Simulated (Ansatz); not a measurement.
Runs of Ansatz 0.2.0 on GdO. Symmetry: F-43m, No. 216, cubic system. The conventional cell has a = 5.400 Å, b = 5.400 Å, c = 5.400 Å, α = 90.00°, β = 90.00°, γ = 90.00°. Gd (site symmetry -43m) has 4 O at 2.34 Å as nearest neighbours. Around O (site symmetry -43m) lie 4 Gd at 2.34 Å. The cell comes from a database or a generator and needn't be the stable form of this composition.

```csv
task,level,spin,U,cell,k mesh,smearing,points for each segment of the path,hubbard projectors,double counting,q mesh,gap on the mesh (eV),pressure (GPa),moment (μB)
band structure,LDA+U,"collinear, ferromagnetic start",Gd f U = 5 eV,as given,9 × 9 × 9,fermi-dirac 0.05 eV,14,ortho-atomic (the default),fll (the default),-,none,-7.0,7.84
single point,PBE+U,off,Gd f U = 8 eV,as given,6 × 6 × 6,gaussian 0.05 eV,-,ortho-atomic (the default),fll (the default),-,-,(b),-
relaxation of cell and atoms,PBEsol+D3(BJ),"collinear, ferromagnetic start",-,relaxed,9 × 9 × 9,fermi-dirac 0.05 eV,-,-,-,-,none,0.0,7.49
phonons,PBE,"collinear, ferromagnetic start",-,as given,8 × 8 × 8,fermi-dirac 0.05 eV,8,-,-,2 × 2 × 2,none,-,7.53
single point,PBE,"collinear, ferromagnetic start",-,as given,9 × 9 × 9,fermi-dirac 0.05 eV,-,-,-,-,none,-0.6,(a)
```

Alike in all rows: potentials or basis Ansatz PAW; cutoff (eV) 420.

Q: Estimate the missing entries.

A: (a) 7.54; (b) -2.0.

Caveats: spin-orbit coupling is left out, which moves the levels of the heavy elements (some runs); a cell with one magnetic atom can't hold antiferromagnetic order, which such compounds often take (some runs); without U or exact exchange the open f shell lies at the Fermi level, which spoils levels, moments and volumes (some runs); the magnetic or orbital state may not be the lowest (some runs); the PAW data sets come from PBE, with cores solved anew for the run's functional, which leaves a small shift of forces and pressure (some runs); the plane-wave basis is chosen anew once the cell has moved, so the energies of steps on either side of that aren't comparable (some runs); pairwise dispersion overbinds metals, which lowers pressure and volume (some runs).

A k mesh can miss the band edges, and the runs leave out spin-orbit coupling on Gd.

A gap of «none» marks a metal or a gap under the smearing width.

Not every run made on this cell is shown here.
